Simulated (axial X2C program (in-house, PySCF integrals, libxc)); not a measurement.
**BrMg⁺: bond curves with and without spin–orbit coupling**

What are the state, bond length, wavenumber and bond energy of BrMg⁺, and what does spin–orbit coupling change?

The runs use an in-house X2C program for linear molecules on PySCF integrals; all-electron X2C, Br dyall-cv3z, Mg dyall-cv3z.

All values are calculated.

## 1. Set-up

The input, task.json:

```json
{"zs": [35, 12], "q": 1, "bas": ["dyall-cv3z", "dyall-cv3z"], "levels": ["PBE0", "HF", "PBEsol"], "cc": true, "r0": 2.53, "thr": -2.0, "nmax": 90, "npts": 10, "nst": 2, "ntry": 6}
```

Keys: zs atomic numbers; q charge; bas basis sets; levels methods (HF also brings MP2); cc coupled cluster on or off; r0 starting distance in Å; thr threshold in hartree for freezing inner shells (an s shell follows its p shell); nmax most natural virtual spinors; npts points asked for on the curve; nst determinants followed; ntry starts of the search.

The run is started by

```bash
python so2c.py task.json out
```

Spin-free means the one-electron spin-free X2C Hamiltonian; two-component (2c) means X2C with spin–orbit coupling and atomic mean-field two-electron Coulomb and Gaunt terms. Basis: Br dyall-cv3z contracted to [8s9p6d4f1g], Mg dyall-cv3z contracted to [9s8p6d3f]; Gaussian nuclei, density fitting. Masses: Br 78.918 u, Mg 23.985 u.

Notation: σ, π±, δ± give the projection m of an orbital's angular momentum (0, ±1, ±2), α and β its spin, Λ and M_S the sums; ω is the projection of a spinor's total angular momentum and Ω the sum. Logs are in hartree.

The results follow Hamiltonian by Hamiltonian and level by level.

## 2. Search for the lowest determinant

PBE0 moves the distance from 2.530 Å to 2.250 Å and compares determinants there.

Spin-free determinants:

| ΔE (eV) | state | open shells |
| --- | --- | --- |
| 0.00 | M_S = 0, Λ = 0 | closed shell |
| 2.94 | M_S = 1, Λ = 1 | beyond closed shells: σα, π+α, π+β, π-α |
| 2.97 | M_S = 0, Λ = 1 | beyond closed shells: σβ, π+α, π+β, π-α |
| 4.03 | M_S = 1, Λ = 0 | beyond closed shells: 2 × σα |
| 6.08 | M_S = 1, Λ = 0 | beyond closed shells: π+α, π+β, 2 × π-α |
| 6.14 | M_S = 0, Λ = 2 | beyond closed shells: π+α, 2 × π+β, π-α |

Two-component determinants:

| ΔE (eV) | state | open shells |
| --- | --- | --- |
| 0.00 | Ω = 0 | closed shell |
| 2.78 | Ω = 2 | excess of +ω over −ω: ω = 1/2, ω = 3/2 |
| 2.82 | Ω = 1 | excess of +ω over −ω: ω = -1/2, ω = 3/2 |
| 3.10 | Ω = 1 | excess of +ω over −ω: 2 × ω = 1/2 |
| 5.94 | Ω = 3 | excess of +ω over −ω: 2 × ω = 3/2 |
| 6.23 | Ω = 1 | excess of +ω over −ω: ω = -1/2, ω = 3/2 |
| 6.29 | Ω = 2 | excess of +ω over −ω: ω = 1/2, ω = 3/2 |

## 3. PBE0, spin-free

State followed: M_S = 0, Λ = 0 (closed shell). The scan is laid around 2.250 Å, a first estimate of the minimum, and this SCF restarts from the orbitals of the search.

The SCF at the reference distance of 2.250 Å:

```text
spin-free X2C-1e  PBE0
basis functions 186  fitting functions 884  grid points 5081
iter        total energy     max residual
   1      -2806.115519060     8.59e-05
   2      -2806.115519074     7.65e-05
   3      -2806.115519106     1.05e-05
   4      -2806.115519106     9.54e-06
converged
one-electron -4091.58387061  Coulomb 1295.64244961  exact exchange -26.76507622  xc functional -82.18876792  nuclear repulsion 98.77974604
```

Along the bond, energies from the lowest point:

| R (Å) | E (eV) | μ (D) | HOMO (eV) | LUMO (eV) | iterations |
| --- | --- | --- | --- | --- | --- |
| 1.958 | 0.8533 | 10.00 | -13.99 | -8.98 | 23 |
| 2.047 | 0.3541 | 10.47 | -13.73 | -9.10 | 19 |
| 2.115 | 0.1402 | 10.82 | -13.56 | -9.20 | 15 |
| 2.183 | 0.0299 | 11.16 | -13.39 | -9.29 | 13 |
| 2.250 | 0.0000 | 11.50 | -13.24 | -9.39 | 4 |
| 2.329 | 0.0426 | 11.88 | -13.08 | -9.49 | 12 |
| 2.408 | 0.1457 | 12.25 | -12.93 | -9.60 | 11 |
| 2.509 | 0.3404 | 12.70 | -12.76 | -9.72 | 12 |
| 2.632 | 0.6342 | 13.20 | -12.59 | -9.86 | 12 |
| 2.812 | 1.1096 | 13.84 | -12.40 | -10.05 | 12 |

Dipoles are positive if Mg is the positive end and refer to the centre of mass.

Outer orbitals at the reference distance:

```tsv
symmetry	occupied	ε (eV)	atomic character
σα	yes	-26.57	79% Br s, 9% Mg p, 6% Mg d
σα	yes	-14.79	72% Br p, 19% Mg s, 4% Mg p
π-α	yes	-13.24	87% Br p, 6% Mg p, 5% Mg d
π+α	yes	-13.24	87% Br p, 6% Mg p, 5% Mg d
σα	no	-9.39	60% Mg s, 28% Mg p, 9% Br p
π+α	no	-5.87	89% Mg p, 5% Br p, 3% Mg d
π-α	no	-5.87	89% Mg p, 5% Br p, 3% Mg d
σα	no	-4.16	58% Mg p, 26% Mg d, 8% Mg s
```

PBE0 fields in the half plane through the axis: z from -2.4 to 4.5 Å across, distance from the axis 0.15 to 2.25 Å upwards; Br lies at z = 0 and Mg at z = 2.250 Å; the ELF is damped to zero where the density is low.

log10 density (e/bohr³). Ten even steps from '0' (-5.58 ) to '9' (1.44 ):
```
011223333333333222211000
112233444444333332221100
122334444444444333322110
223344555555544443332211
223445566665555444333211
233456666666555555433221
234456678766656776543221
234556789876667887543321
```

ELF. Ten even steps from '0' (0.00 ) to '9' (0.85 ):
```
000000111111100000000000
000002344433332110000000
000024677665555321000000
000246899887774100000000
001368999998861000000000
001479976799820120000000
002589524259803996100000
002688282828708879300000
```

Re = 2.246 Å, ωe = 451 cm⁻¹, ωexe = 1.5 cm⁻¹, Be = 0.1817 cm⁻¹, De = 2.77 eV, μ = 11.48 D.

## 4. HF, spin-free

The SCF at the reference distance of 2.250 Å:

```text
spin-free X2C-1e  HF
basis functions 186  fitting functions 884  grid points 5081
iter        total energy     max residual
   1      -2804.221979836     2.33e-01
   2      -2804.240965200     7.15e-03
   3      -2804.241518486     6.12e-03
   4      -2804.241608194     2.09e-03
   5      -2804.241619706     1.97e-04
   6      -2804.241621277     1.58e-04
   7      -2804.241621387     3.49e-05
   8      -2804.241621400     7.93e-06
   9      -2804.241621401     2.71e-06
converged
one-electron -4091.97604305  Coulomb 1296.11854303  exact exchange -107.16386743  xc functional 0.00000000  nuclear repulsion 98.77974604
```

Re = 2.248 Å, ωe = 465 cm⁻¹, ωexe = 1.34 cm⁻¹, Be = 0.1814 cm⁻¹, De = 1.63 eV, μ = 12.48 D.

## 5. PBEsol, spin-free

The SCF at the reference distance of 2.250 Å:

```text
spin-free X2C-1e  PBEsol
basis functions 186  fitting functions 884  grid points 5081
iter        total energy     max residual
   1      -2803.853098087     1.16e-01
   2      -2803.856693179     9.38e-03
   3      -2803.857431529     1.29e-02
   4      -2803.857575151     2.53e-03
   5      -2803.857615897     2.08e-03
   6      -2803.857621259     6.53e-04
   7      -2803.857621980     2.14e-04
   8      -2803.857622129     1.06e-04
   9      -2803.857622138     1.35e-05
converged
one-electron -4090.85127626  Coulomb 1294.83518076  exact exchange 0.00000000  xc functional -106.62127267  nuclear repulsion 98.77974604
```

Re = 2.251 Å, ωe = 440 cm⁻¹, ωexe = 1.55 cm⁻¹, Be = 0.1809 cm⁻¹, De = 3.04 eV, μ = 11.10 D.

## 6. Correlated methods, spin-free

Correlated methods: 8 electrons correlated (frozen shells, counted by type: Br 3 s, 2 p, 1 d; Mg 2 s, 1 p), 258 virtual spinors in MP2, 72 natural virtuals in coupled cluster.

Output of the correlated part at 2.250 Å:

```text
correlated 8  virtual 258  natural virtual 72  E(MP2) -0.180782509  MP2 remainder -0.003771202
iter   CCSD correlation   residual
   1     -0.187783316   7.20e-02
   2     -0.191336277   2.45e-02
   3     -0.191926045   8.38e-03
   4     -0.191908446   2.97e-03
   5     -0.191917766   7.48e-04
   6     -0.191917673   2.44e-04
   7     -0.191918239   7.34e-05
   8     -0.191918444   2.03e-05
   9     -0.191918282   4.26e-06
  10     -0.191918299   1.06e-06
(T) -0.007753055  T1 0.0139  D1 0.0214  max T2 0.055
```

T1 in the output is the amplitude norm over the root of the electron number; divide by √2 for the Lee–Taylor value.

MP2: Re = 2.257 Å, ωe = 456 cm⁻¹, Be = 0.18 cm⁻¹, De = 2.80 eV.

CCSD: Re = 2.257 Å, ωe = 454 cm⁻¹, ωexe = 1.44 cm⁻¹, Be = 0.18 cm⁻¹, De = 2.68 eV. T1 at Re = 0.010 (Lee–Taylor, the printed value over √2).

CCSD(T): Re = 2.260 Å, ωe = 451 cm⁻¹, ωexe = 1.46 cm⁻¹, Be = 0.1795 cm⁻¹, De = 2.77 eV. T1 at Re = 0.010 (Lee–Taylor, the printed value over √2).

## 7. The spin-free curves together

Energy (eV) of the followed determinant, spin-free, from each level's lowest point:

| R (Å) | PBE0 | HF | MP2 | CCSD | CCSD(T) | PBEsol |
| --- | --- | --- | --- | --- | --- | --- |
| 1.958 | 0.853 | 0.914 | 0.944 | n/a | n/a | 0.852 |
| 2.047 | 0.354 | 0.384 | 0.406 | 0.403 | 0.411 | 0.358 |
| 2.115 | 0.140 | 0.154 | 0.170 | 0.168 | 0.174 | 0.146 |
| 2.183 | 0.030 | 0.034 | 0.042 | 0.042 | 0.045 | 0.034 |
| 2.250 | 0.000 | 0.000 | 0.000 | 0.000 | 0.000 | 0.000 |
| 2.329 | 0.043 | 0.043 | 0.033 | 0.033 | 0.029 | 0.036 |
| 2.408 | 0.146 | 0.153 | 0.132 | 0.131 | 0.124 | 0.131 |
| 2.509 | 0.340 | 0.363 | 0.328 | 0.323 | 0.311 | 0.313 |
| 2.632 | 0.634 | 0.685 | 0.632 | n/a | n/a | 0.588 |
| 2.812 | 1.110 | 1.217 | 1.130 | n/a | n/a | 1.034 |

## 8. PBE0, 2c

State followed: Ω = 0 (closed shell). The scan is laid around 2.250 Å, a first estimate of the minimum, and this SCF restarts from the orbitals of the search.

Output at 2.250 Å:

```text
two-component X2C + atomic mean field  PBE0
basis functions 186  fitting functions 884  grid points 5081
iter        total energy     max residual
   1      -2805.191581298     5.19e-05
   2      -2805.191581304     2.80e-05
   3      -2805.191581312     3.36e-06
converged
one-electron -4089.16835079  Coulomb 1295.12370365  exact exchange -26.75498753  xc functional -82.15789886  nuclear repulsion 98.77974604  atomic mean-field constant -1.01379383
```

Along the bond, energies from the lowest point:

| R (Å) | E (eV) | μ (D) | HOMO (eV) | LUMO (eV) | iterations |
| --- | --- | --- | --- | --- | --- |
| 1.958 | 0.8594 | 9.98 | -13.84 | -8.97 | 25 |
| 2.047 | 0.3584 | 10.44 | -13.58 | -9.10 | 19 |
| 2.115 | 0.1432 | 10.79 | -13.41 | -9.19 | 16 |
| 2.183 | 0.0314 | 11.13 | -13.25 | -9.29 | 13 |
| 2.250 | 0.0000 | 11.47 | -13.09 | -9.38 | 3 |
| 2.329 | 0.0407 | 11.84 | -12.93 | -9.48 | 13 |
| 2.408 | 0.1416 | 12.20 | -12.79 | -9.59 | 11 |
| 2.509 | 0.3331 | 12.63 | -12.62 | -9.71 | 12 |
| 2.632 | 0.6221 | 13.10 | -12.46 | -9.85 | 11 |
| 2.812 | 1.0876 | 13.67 | -12.29 | -10.02 | 13 |

Dipoles are positive if Mg is the positive end and refer to the centre of mass.

Outer spinors at the reference distance:

| ω | occupied | ε (eV) | atomic character | λ mixture |
| --- | --- | --- | --- | --- |
| 1/2 | yes | -26.58 | 79% Br s, 9% Mg p, 6% Mg d | 100% σ |
| 1/2 | yes | -14.82 | 73% Br p, 18% Mg s, 4% Mg p | 98% σ, 2% π |
| 1/2 | yes | -13.38 | 87% Br p, 6% Mg p, 5% Mg d | 98% π, 2% σ |
| 3/2 | yes | -13.09 | 87% Br p, 6% Mg p, 5% Mg d | 100% π |
| 1/2 | no | -9.38 | 60% Mg s, 28% Mg p, 9% Br p | 100% σ |
| 1/2 | no | -5.88 | 90% Mg p, 4% Br p, 3% Mg d | 100% π |
| 3/2 | no | -5.85 | 89% Mg p, 5% Br p, 3% Mg d | 100% π |
| 1/2 | no | -4.16 | 58% Mg p, 26% Mg d, 8% Mg s | 100% σ |

PBE0 fields in the half plane through the axis: z from -2.4 to 4.5 Å across, distance from the axis 0.15 to 2.25 Å upwards; Br lies at z = 0 and Mg at z = 2.250 Å; the ELF is damped to zero where the density is low.

log10 density (e/bohr³). Ten even steps from '0' (-5.55 ) to '9' (1.44 ):
```
011223333333333222211000
112233344444333332221100
122334444444444333322110
223344555555544443332211
223445566665555444333211
233455666666555555433221
234456678766656776543221
234556789876667887543321
```

ELF. Ten even steps from '0' (0.00 ) to '9' (0.85 ):
```
000000111111100000000000
000002344433332110000000
000024667665555321000000
000246899887774100000000
001368999998861000000000
001479976799820120000000
002589524259803996100000
002688282828708879300000
```

Re = 2.247 Å, ωe = 449 cm⁻¹, ωexe = 1.53 cm⁻¹, Be = 0.1814 cm⁻¹, De = 2.67 eV, μ = 11.45 D.

## 9. HF, 2c

Output at 2.250 Å:

```text
two-component X2C + atomic mean field  HF
basis functions 186  fitting functions 884  grid points 5081
iter        total energy     max residual
   1      -2803.298645030     2.40e-01
   2      -2803.317627538     7.14e-03
   3      -2803.318186558     6.30e-03
   4      -2803.318278395     2.12e-03
   5      -2803.318290893     2.14e-04
   6      -2803.318292790     1.77e-04
   7      -2803.318292944     4.06e-05
   8      -2803.318292970     1.36e-05
   9      -2803.318292973     6.84e-06
  10      -2803.318292973     1.28e-06
converged
one-electron -4089.56134292  Coulomb 1295.60066612  exact exchange -107.12356838  xc functional 0.00000000  nuclear repulsion 98.77974604  atomic mean-field constant -1.01379383
```

Re = 2.249 Å, ωe = 464 cm⁻¹, ωexe = 1.35 cm⁻¹, Be = 0.1812 cm⁻¹, De = 1.48 eV, μ = 12.47 D.

## 10. PBEsol, 2c

The SCF at the reference distance of 2.250 Å:

```text
two-component X2C + atomic mean field  PBEsol
basis functions 186  fitting functions 884  grid points 5081
iter        total energy     max residual
   1      -2802.929568691     1.16e-01
   2      -2802.933170973     9.37e-03
   3      -2802.933904604     1.28e-02
   4      -2802.934047456     2.52e-03
   5      -2802.934087882     2.07e-03
   6      -2802.934093241     6.48e-04
   7      -2802.934093954     2.14e-04
   8      -2802.934094103     1.05e-04
   9      -2802.934094112     1.35e-05
converged
one-electron -4088.43444280  Coulomb 1294.31510096  exact exchange 0.00000000  xc functional -106.58070449  nuclear repulsion 98.77974604  atomic mean-field constant -1.01379383
```

Re = 2.253 Å, ωe = 438 cm⁻¹, ωexe = 1.59 cm⁻¹, Be = 0.1806 cm⁻¹, De = 2.92 eV, μ = 11.07 D.

## 11. MP2 and beyond, 2c

Correlated methods: 8 electrons correlated (frozen shells, counted by type: Br 3 s, 2 p, 1 d; Mg 2 s, 1 p), 258 virtual spinors in MP2, 72 natural virtuals in coupled cluster.

Output of the correlated part at 2.250 Å:

```text
correlated 8  virtual 258  natural virtual 72  E(MP2) -0.180716170  MP2 remainder -0.003778154
iter   CCSD correlation   residual
   1     -0.187722262   7.20e-02
   2     -0.191278773   2.45e-02
   3     -0.191867701   8.39e-03
   4     -0.191850169   2.98e-03
   5     -0.191859493   7.57e-04
   6     -0.191859416   2.50e-04
   7     -0.191859984   7.79e-05
   8     -0.191860192   2.36e-05
   9     -0.191859994   7.37e-06
  10     -0.191860022   3.46e-06
  11     -0.191860029   1.48e-06
(T) -0.007747708  T1 0.0139  D1 0.0213  max T2 0.051
```

MP2: Re = 2.258 Å, ωe = 455 cm⁻¹, Be = 0.1798 cm⁻¹, De = 2.66 eV.

CCSD: Re = 2.258 Å, ωe = 452 cm⁻¹, ωexe = 1.45 cm⁻¹, Be = 0.1798 cm⁻¹, De = 2.54 eV. T1 at Re = 0.010 (Lee–Taylor, the printed value over √2).

CCSD(T): Re = 2.261 Å, ωe = 449 cm⁻¹, ωexe = 1.48 cm⁻¹, Be = 0.1793 cm⁻¹, De = 2.63 eV. T1 at Re = 0.010 (Lee–Taylor, the printed value over √2).

## 12. The 2c curves together

Energy (eV) of the followed determinant, 2c, from each level's lowest point:

| R (Å) | PBE0 | HF | MP2 | CCSD | CCSD(T) | PBEsol |
| --- | --- | --- | --- | --- | --- | --- |
| 1.958 | 0.859 | 0.919 | 0.949 | n/a | n/a | 0.858 |
| 2.047 | 0.358 | 0.387 | 0.410 | 0.406 | 0.415 | 0.363 |
| 2.115 | 0.143 | 0.156 | 0.172 | 0.170 | 0.176 | 0.149 |
| 2.183 | 0.031 | 0.035 | 0.043 | 0.043 | 0.046 | 0.035 |
| 2.250 | 0.000 | 0.000 | 0.000 | 0.000 | 0.000 | 0.000 |
| 2.329 | 0.041 | 0.042 | 0.032 | 0.031 | 0.028 | 0.034 |
| 2.408 | 0.142 | 0.150 | 0.130 | 0.128 | 0.121 | 0.126 |
| 2.509 | 0.333 | 0.358 | 0.323 | 0.318 | 0.306 | 0.304 |
| 2.632 | 0.622 | 0.677 | 0.624 | n/a | n/a | 0.574 |
| 2.812 | 1.088 | 1.203 | 1.117 | n/a | n/a | 1.007 |

Time for the job: 71 s (1 thread of Arm Neoverse V1, shared host); peak memory 0.42 GiB.

## 13. Results

Lowest determinant that the search found at its distance, spin-free: M_S = 0, Λ = 0 (closed shell).

Lowest determinant that the search found at its distance, 2c: Ω = 0 (closed shell).

| Hamiltonian | level | Re (Å) | ωe (cm⁻¹) | De (eV) | μ (D) |
| --- | --- | --- | --- | --- | --- |
| spin-free | PBE0 | 2.246 | 451 | 2.77 | 11.48 |
| spin-free | HF | 2.248 | 465 | 1.63 | 12.48 |
| spin-free | MP2 | 2.257 | 456 | 2.80 | n/a |
| spin-free | CCSD | 2.257 | 454 | 2.68 | n/a |
| spin-free | CCSD(T) | 2.260 | 451 | 2.77 | n/a |
| spin-free | PBEsol | 2.251 | 440 | 3.04 | 11.10 |
| 2c | PBE0 | 2.247 | 449 | 2.67 | 11.45 |
| 2c | HF | 2.249 | 464 | 1.48 | 12.47 |
| 2c | MP2 | 2.258 | 455 | 2.66 | n/a |
| 2c | CCSD | 2.258 | 452 | 2.54 | n/a |
| 2c | CCSD(T) | 2.261 | 449 | 2.63 | n/a |
| 2c | PBEsol | 2.253 | 438 | 2.92 | 11.07 |

Dipoles are positive if Mg is the positive end and refer to the centre of mass.

Time per point (s) on 1 thread of Arm Neoverse V1, shared host (2c runs; CCSD comes with the CCSD(T) run); the times are rough: PBE0 0.49, HF 0.29, MP2 0.41, CCSD(T) 1.5, PBEsol 0.33.

In words: At CCSD(T), going from spin-free to two-component changes Re by +1 mÅ, ωe by -0.3 %, which is small (part of it comes from the scalar share of the two-electron terms). De moves by -0.14 eV; both De rest on single-determinant atoms, which can miss part of an open shell's spin–orbit lowering.

De refers to Br + Mg+, each in the lowest determinant found, which need not be this curve's own limit. Each curve is one determinant whose occupation by symmetry is held fixed; it was picked as the lowest of a PBE0 search that is not exhaustive. Closed shells are restricted here (equal orbitals for both partners), which fails at long range if the bond breaks into open shells. De is counted from the lowest determinant-based energies of the atoms at the same level, without counterpoise correction. CCSD and (T) use frozen natural virtuals with an MP2 correction for the truncation.
